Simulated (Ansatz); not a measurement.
# Cr2N: properties at the relaxed cell

An exercise on one series of results from a longer session: the logs are not shown, and one member is left open.

Method: DFT PBEsol, scalar-relativistic, plane waves, PAW, in Ansatz 0.2.0.

## The starting structure

The structure is trigonal, space group P-31m (No. 162). Conventional cell: a = 4.721 Å, b = 4.721 Å, c = 4.356 Å, α = 90.00°, β = 90.00°, γ = 120.00°. Around Cr (site symmetry m) lie 3 N at 1.89 to 1.92 Å. N (site symmetry 32) is surrounded by 6 Cr at 1.92 Å. N (site symmetry -3m) is surrounded by 6 Cr at 1.89 Å.

Structure file:

```
CELL_PARAMETERS angstrom
4.72055 0.00000 0.00000
-2.36028 4.08812 0.00000
0.00000 0.00000 4.35559
ATOMIC_POSITIONS crystal
Cr 0.32616 0.00000 0.25344
Cr 0.00000 0.32616 0.25344
Cr 0.67384 0.67384 0.25344
Cr 0.00000 0.67384 0.74656
Cr 0.67384 0.00000 0.74656
Cr 0.32616 0.32616 0.74656
N 0.33333 0.66667 0.50000
N 0.66667 0.33333 0.50000
N 0.00000 0.00000 0.00000
```

This cell was relaxed beforehand with the same method: volume 9.34 Å³/atom, gap on the mesh none (metal).

Set-up of the first run:

Contents of input.yaml:

```yaml
crystal:
  lattice:
    - [4.6728665448, 0.0, 0.0]
    - [-2.3364332724, 4.0468211363, 0.0]
    - [0.0, 0.0, 4.3115900893]
  atoms:
    - { symbol: Cr, position: [0.3261644222, 0.0, 0.2534368764] }
    - { symbol: Cr, position: [0.0, 0.3261644222, 0.2534368764] }
    - { symbol: Cr, position: [0.6738355778, 0.6738355778, 0.2534368764] }
    - { symbol: Cr, position: [0.0, 0.6738355778, 0.7465631236] }
    - { symbol: Cr, position: [0.6738355778, 0.0, 0.7465631236] }
    - { symbol: Cr, position: [0.3261644222, 0.3261644222, 0.7465631236] }
    - { symbol: "N", position: [0.3333333333, 0.6666666667, 0.5] }
    - { symbol: "N", position: [0.6666666667, 0.3333333333, 0.5] }
    - { symbol: "N", position: [0.0, 0.0, 0.0] }
basis:
  ecutwfc: 420
kpoints:
  mp_grid: { grid: [12, 12, 8] }
hamiltonian:
  xc: pbesol
scf:
  occupations: { method: gaussian, width: 0.1 }
output:
  forces: true
  stress: true
  eigenvalues: true
relax:
  adjacent_minimum: "off"
  f_tol: 0.01
  max_steps: 30
  cell: { stress_tol: 0.1, fix: [volume] }
```

Command:

```
> ansatz run input.yaml --threads 2 --pin off --max-ram 5120MiB --backend cpu --events-out ev --progress --plain --runs-dir out
```

Steps of the session up to this table: Point at V/V0 = 0.97; Volume × 1.03; The cell scaled to 0.94 of its volume; The cell scaled to 1.06 of its volume; The cell scaled to 0.91 of its volume; The cell scaled to 1.10 of its volume; The cell scaled to 0.88 of its volume.

One table of the session follows, with a row left open; its other results are not shown here.

It belongs to the step «Energy against volume». 

| volume (Å³/atom) | energy above the lowest point (meV/atom) | pressure (GPa) |
| --- | --- | --- |
| 8.219 | 167.1 | 53.69 |
| 8.499 | ? | ? |
| 8.779 | 37.0 | 22.46 |
| 9.059 | 8.7 | 10.30 |
| 9.339 | 0.0 | 0.00 |
| 9.620 | 7.9 | -8.68 |
| 9.900 | 29.7 | -15.99 |
| 10.273 | 76.7 | -23.91 |

Estimate the missing values for volume (Å³/atom) = 8.499.

Worked estimate for «energy above the lowest point (meV/atom)». A straight line through the neighbours (8.219, 167.1) and (8.779, 37.0) gives 167.1 + (37.0 − 167.1) × (8.499 − 8.219) / (8.779 − 8.219) = 102.0; a parabola fitted to 3 rows on both sides gives 89.8.

The run gave: energy above the lowest point (meV/atom): 88.4; pressure (GPa): 36.79. In «energy above the lowest point (meV/atom)» the line misses by +13.6 and the parabola by +1.4.

Limits of these values: The final runs have no spin polarisation, so no magnetic state was tried and one may lie lower.
